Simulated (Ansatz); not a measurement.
**GeAsH4 (doublet): from Hartree-Fock to the top rungs at a displaced geometry (v2), cc-pVDZ**

An exercise on one series of results from a longer session: the logs are not shown, and one member is left open.

Computed with Ansatz 0.2.0, Gaussian basis. Level: cc-pVDZ, core rule «outside noble gas», up to 28 orbitals frozen.

To be run: UHF; CCSD(T) on ROHF; CCSD(T) on UHF; BCCD(T) on ROHF; CISD; CCSDT(Q) on ROHF; CCSDT(Q) on UHF.

18 further runs of the same task are left out: 10 that didn't finish, 8 set aside as unsound or not needed.

### The geometry

The geometry is a PBE0/def2-TZVP stationary point (not a proven minimum) with its atoms shifted at random (size 0.100 Å). No spin-orbit coupling is included. The filled d shell of Ge, As may be among the frozen orbitals whatever the setting's name suggests; the logs give the count.

6 atoms, charge 0, spin multiplicity 2.

Atoms are counted from 1 here; the program's logs count them from 0.

Bond lengths: Ge1–As2 2.406 Å, Ge1–H3 1.491 Å, Ge1–H4 1.619 Å, As2–H5 1.577 Å, As2–H6 1.342 Å. Angles: As2–Ge1–H3 111.6°, As2–Ge1–H4 110.8°, H3–Ge1–H4 110.8°, Ge1–As2–H5 99.7°, Ge1–As2–H6 101.0°, H5–As2–H6 99.2°.

The first run:

Input file in.yaml:

```yaml
crystal:
  periodic: [false, false, false]
  atoms:
    - {symbol: Ge, position_ang: [0.021817, -0.002322, 1.216775]}
    - {symbol: As, position_ang: [-0.015374, 0.006337, -1.188660]}
    - {symbol: H, position_ang: [0.672306, 1.224440, 1.759297]}
    - {symbol: H, position_ang: [0.752326, -1.334835, 1.776583]}
    - {symbol: H, position_ang: [-0.987256, -1.209427, -1.444207]}
    - {symbol: H, position_ang: [-0.866900, 1.016094, -1.427193]}
basis:
  gaussian: {orbitals: cc-pVDZ}
magnetization: {spin_polarized: true, initial_magnetization: 1}
hamiltonian: {xc: hf}
output: {orbitals: {seedname: orbitals}}
```

Command:

```console
$ ansatz run in.yaml --threads 1 --pin off --events-out ev --progress --plain --max-ram 2393MiB
```

Among the steps run: UHF; CCSD(T) on ROHF; CCSD(T) on UHF; BCCD(T) on ROHF; CISD; CCSDT(Q) on ROHF; CCSDT(Q) on UHF.

One table of the session follows, with a row left open; its other results are not shown here.

It belongs to the step «Misses and costs». 

| method | from UCCSDT(Q) (meV) |
| --- | --- |
| ROHF | ? |
| UHF | +6650.8 |
| RMP2 | +1350.3 |
| UMP2 | +1343.8 |
| CISD | +809.9 |
| RCCSD | +216.7 |
| UCCSD | +212.1 |
| RCCSD(T) | +42.8 |
| UCCSD(T) | +39.6 |
| BCCD(T) | +41.6 |
| RCCSDT | +12.0 |
| UCCSDT | +8.7 |
| RCCSDT(Q) | +3.5 |
| UCCSDT(Q) | 0 |

Estimate the missing values for ROHF.

As computed: from UCCSDT(Q) (meV): +6710.7. In the column «from UCCSDT(Q) (meV)» it is the highest.

Limits of these values: Restricted and unrestricted rows rest on different reference determinants; where their highest levels disagree by more than a few hundredths of an eV, they describe different states and don't form one ladder.
